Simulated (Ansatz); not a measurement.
This script drives Ansatz 0.2.0 through its Python package.

Input file `lual2.cif`:
```cif
data_LuAl2
_cell_length_a 5.390410
_cell_length_b 5.543998
_cell_length_c 5.505809
_cell_angle_alpha 61.28048
_cell_angle_beta 61.47783
_cell_angle_gamma 61.31004
_symmetry_space_group_name_H-M 'P 1'
_symmetry_Int_Tables_number 1
loop_
_symmetry_equiv_pos_as_xyz
'x, y, z'
loop_
_atom_site_label
_atom_site_type_symbol
_atom_site_fract_x
_atom_site_fract_y
_atom_site_fract_z
Lu1 Lu    0.486940    0.518250    0.485330
Lu2 Lu    0.754370    0.741670    0.754340
Al3 Al    0.121820    0.142370    0.102760
Al4 Al    0.631820    0.123740    0.119720
Al5 Al    0.127910    0.624030    0.120450
Al6 Al    0.137620    0.118380    0.635970
```

`scf_lual2.py`
```python
import ansatz as az
from ase.io import read
import numpy as np

K_DENSITY = 2.1
SMEARING = "fermi_dirac"
SIGMA = 0.15

atoms = read("lual2.cif")
structure = az.Crystal.from_ase(atoms)

setup = (
    structure.calculation()
    .functional(az.Functional.R2SCAN)
    .basis(23 * az.Ha)
    .kpoints(density=K_DENSITY)
    .occupations(SMEARING, width=SIGMA)
    .compute(potential=True, stress=True)
)
def show(event):
    row = event["data"]
    if event["event"] == "scf_iter" and row.get("harris_foulkes_ev") is not None:
        print(f"  iteration {row['iter']:3d}  Harris-Foulkes {row['harris_foulkes_ev']:.5f} eV  residual {row['dr2_ev']:.2e}")


result = setup.session().plan().execute(on_event=show)
summary = result.report

print("%-22s %14.5f eV" % ("F = E - TS", summary["free_energy_ev"]))
print("%-22s %14.5f eV" % ("E", summary["internal_energy_ev"]))
print("%-22s %14.5f eV" % ("Harris-Foulkes", summary["harris_foulkes_ev"]))
print("%-22s %14.5f eV" % ("Fermi level", summary["fermi_energy_ev"]))

v = result.potential()
line = v.v_es_ev.mean(axis=(0, 1))
print("planar mean of the electrostatic potential along the third grid axis (eV):")
print(np.round(line[:: max(len(line) // 12, 1)], 3))

sigma = summary["stress_gpa"]
voigt = [sigma[0][0], sigma[1][1], sigma[2][2], sigma[1][2], sigma[0][2], sigma[0][1]]
print("stress xx yy zz yz xz xy (GPa, compression positive):", " ".join(f"{s:.3f}" for s in voigt))
print("P =", round(10 * float(np.mean(voigt[:3])), 2), "kbar")

print(setup.to_yaml())

problems = list(summary["published_state_doubts"])
if not summary["converged"] or summary.get("closed_by") != "deck_thresholds":
    problems.append("loop closed by " + str(summary.get("closed_by")))
print("accepted" if not problems else f"check before use: {problems}")
```

It is started by `python scf_lual2.py`. How long does it take on 1 thread of Intel(R) Xeon(R) Platinum 8488C (Sapphire Rapids) (shared host), and how much memory does it need?

It took about 31 s, with a peak of 0.9 GiB, for 1 run of the engine.

Output of `python scf_lual2.py`:
```text
  iteration   1  Harris-Foulkes -31651.90972 eV  residual 7.75e-02
  iteration   2  Harris-Foulkes -31651.94891 eV  residual 1.86e-02
  iteration   3  Harris-Foulkes -31651.92863 eV  residual 7.33e-03
  iteration   4  Harris-Foulkes -31651.92851 eV  residual 4.30e-04
  iteration   5  Harris-Foulkes -31651.92838 eV  residual 3.04e-05
  iteration   6  Harris-Foulkes -31651.92830 eV  residual 7.04e-06
  iteration   7  Harris-Foulkes -31651.92829 eV  residual 3.68e-06
  iteration   8  Harris-Foulkes -31651.92829 eV  residual 3.25e-07
  iteration   9  Harris-Foulkes -31651.92829 eV  residual 2.87e-08
  iteration   1  Harris-Foulkes -31651.92829 eV  residual 2.81e-08
  iteration   2  Harris-Foulkes -31651.92829 eV  residual 1.60e-08
F = E - TS               -31651.92829 eV
E                        -31651.65558 eV
Harris-Foulkes           -31651.92829 eV
Fermi level                  10.78431 eV
planar mean of the electrostatic potential along the third grid axis (eV):
[5.839 5.411 5.434 5.603 6.926 7.84  6.232 3.833 2.633 2.662 2.574 2.54
 4.182 6.615 7.197]
stress xx yy zz yz xz xy (GPa, compression positive): -1.099 -5.376 -3.949 0.417 0.864 0.253
P = -34.75 kbar
crystal:
  lattice:
    - [5.39041, 0.0, 0.0]
    - [2.661505938000488, 4.8633630304545585, 0.0]
    - [2.629017045068027, 1.5771826025242013, 4.573258921110608]
  atoms:
    - { symbol: Lu, position: [0.48694, 0.51825, 0.48533] }
    - { symbol: Lu, position: [0.75437, 0.74167, 0.75434] }
    - { symbol: Al, position: [0.12181999999999997, 0.14237, 0.10276] }
    - { symbol: Al, position: [0.63182, 0.12374, 0.11972] }
    - { symbol: Al, position: [0.12790999999999997, 0.6240300000000001, 0.12045] }
    - { symbol: Al, position: [0.13762, 0.11838000000000001, 0.63597] }
basis:
  ecutwfc: 625.861883657724
kpoints:
  mp_grid:
    kspacing: 0.47619047619047616
hamiltonian:
  xc: r2scan
scf:
  occupations:
    method: fermi_dirac
    width: 0.15
output:
  write_potential: true
  stress: true

accepted
```

Notes:
- Total energies depend on the potentials; only differences at equal settings carry meaning. A total without «per atom» is that of the cell as typed.
- For a metal this mesh is far too coarse, so the numbers only illustrate the procedure.
- The zero of the levels is a convention of the potentials, so an absolute Fermi energy is no work function.
- The smearing is wide enough that free energy and stress hold a thermal part of the electrons.
- The cell is a database structure, distorted on purpose.

(Lines on the test bed's own set-up are left out of the output.)
